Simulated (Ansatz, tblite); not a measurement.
# Ga(NH3)2H3 (GaN₂H₉): a ladder of methods and basis sets

The task here is to estimate one member of a computed series from the others.

Computed with Ansatz 0.2.0, Gaussian basis. Level: as each input shows.

The runs, in order: GFN1-xTB, GFN2-xTB, PBE-D4/def2-TZVP, r2SCAN-D4/def2-TZVP, PBE-QIDH/def2-TZVP, BHLYP-D4/def2-TZVP, ωB97M-V/def2-TZVP, BLYP-D4/def2-TZVP, B2PLYP/def2-TZVP, revPBE-D4/def2-TZVP, LC-ωPBE/def2-TZVP, PBE-D4/def2-SVP, PBE0-D4/def2-SVP, HF/6-31G, B3LYP-D4/6-31G, PBE0-D4/def2-TZVPD, PBE-D4/def2-TZVPD, r2SCAN-D4/def2-TZVPD, CCSD(T)/def2-TZVPP, MP2/def2-TZVP, RPA/def2-TZVP.

## The geometry

The geometry is that of the singlet, from an earlier relaxation (PBE-D4/def2-SVP).

12 atoms, charge 0, spin multiplicity 1.

Bond lengths: Ga1–H10 1.600 Å, Ga1–H11 1.600 Å, Ga1–H12 1.600 Å, N2–H3 1.028 Å, N2–H4 1.028 Å, N2–H5 1.028 Å, N6–H7 1.028 Å, N6–H8 1.028 Å, N6–H9 1.028 Å. Angles: H10–Ga1–H11 120.0°, H10–Ga1–H12 120.0°, H11–Ga1–H12 120.0°, H3–N2–H4 107.3°, H3–N2–H5 107.3°, H4–N2–H5 107.3°, H7–N6–H8 107.3°, H7–N6–H9 107.3°, H8–N6–H9 107.3°.

PBE0-D4/def2-TZVP was run before; its log isn't repeated, and its numbers join the tables.

Set-up of the first run:

Tight binding, by tblite at 300 K electronic temperature and without a spin-polarisation term:

```python
tblite.interface.Calculator('GFN1-xTB', numbers, positions, charge=0, uhf=0).singlepoint()
```

Tight binding, by tblite at 300 K electronic temperature and without a spin-polarisation term:

```python
tblite.interface.Calculator('GFN2-xTB', numbers, positions, charge=0, uhf=0).singlepoint()
```

start.molden holds the orbitals of an earlier run on this state, given as this run's starting guess.

Contents of in.yaml:

```yaml
crystal:
  periodic: [false, false, false]
  atoms:
    - {symbol: Ga, position_ang: [-0.000090, 0.000027, -0.000016]}
    - {symbol: N, position_ang: [-0.002813, -0.016892, 2.354897]}
    - {symbol: H, position_ang: [-0.958967, 0.006201, 2.731222]}
    - {symbol: H, position_ang: [0.496969, 0.795071, 2.738728]}
    - {symbol: H, position_ang: [0.452213, -0.860211, 2.726581]}
    - {symbol: N, position_ang: [0.002865, 0.016888, -2.354871]}
    - {symbol: H, position_ang: [-0.952527, 0.036356, -2.733328]}
    - {symbol: H, position_ang: [0.466833, -0.816577, -2.737561]}
    - {symbol: H, position_ang: [0.495824, 0.839058, -2.725554]}
    - {symbol: H, position_ang: [1.600037, -0.018277, 0.001854]}
    - {symbol: H, position_ang: [-0.784341, 1.394889, 0.009044]}
    - {symbol: H, position_ang: [-0.816013, -1.376532, -0.010995]}
basis:
  gaussian: {orbitals: def2-TZVP, initial_orbitals: start.molden}
hamiltonian: {xc: pbe, dispersion: d4}
scf: {omitted_lower_state_checks: [starts]}
output: {orbitals: {seedname: orbitals}}
```

Command:

```bash
> ansatz run in.yaml --threads 2 --pin off --events-out ev --progress --plain --max-ram 4352MiB
```

Steps of the session up to this table: PBE-D4/def2-TZVP; r2SCAN-D4/def2-TZVP; PBE-QIDH/def2-TZVP; BHLYP-D4/def2-TZVP; ωB97M-V/def2-TZVP; BLYP-D4/def2-TZVP; B2PLYP/def2-TZVP; revPBE-D4/def2-TZVP; LC-ωPBE/def2-TZVP; PBE-D4/def2-SVP; PBE0-D4/def2-SVP; HF/6-31G; B3LYP-D4/6-31G; PBE0-D4/def2-TZVPD; PBE-D4/def2-TZVPD; r2SCAN-D4/def2-TZVPD; CCSD(T)/def2-TZVPP; MP2/def2-TZVP; RPA/def2-TZVP.

One of the session's tables, all rows but one given; the rest of the session is left out.

| level | HOMO (eV) | LUMO (eV) | gap (eV) |
| --- | --- | --- | --- |
| HF/6-31G | -9.66 | 3.73 | 13.39 |
| PBE-D4/def2-SVP | -5.48 | 0.20 | 5.68 |
| PBE-D4/def2-TZVP | -5.66 | -0.34 | 5.32 |
| PBE-D4/def2-TZVPD | -5.73 | -0.74 | 4.99 |
| revPBE-D4/def2-TZVP | -5.62 | -0.27 | 5.36 |
| BLYP-D4/def2-TZVP | -5.57 | -0.38 | 5.19 |
| r2SCAN-D4/def2-TZVP | -5.97 | 0.37 | 6.34 |
| r2SCAN-D4/def2-TZVPD | -6.02 | -0.02 | 6.00 |
| B3LYP-D4/6-31G | -6.38 | 0.65 | 7.03 |
| PBE0-D4/def2-SVP | -6.76 | 1.08 | 7.84 |
| PBE0-D4/def2-TZVP | -6.90 | 0.48 | 7.38 |
| PBE0-D4/def2-TZVPD | -6.95 | -0.02 | 6.93 |
| BHLYP-D4/def2-TZVP | -8.09 | 1.08 | 9.17 |
| LC-ωPBE/def2-TZVP | -9.70 | 2.56 | 12.26 |
| ωB97M-V/def2-TZVP | ? | ? | ? |

Estimate the missing values for ωB97M-V/def2-TZVP.

As computed: HOMO (eV): -9.18; LUMO (eV): 1.91; gap (eV): 11.09. In the column «HOMO (eV)» it lies between HF/6-31G (-9.66) and BHLYP-D4/def2-TZVP (-8.09).
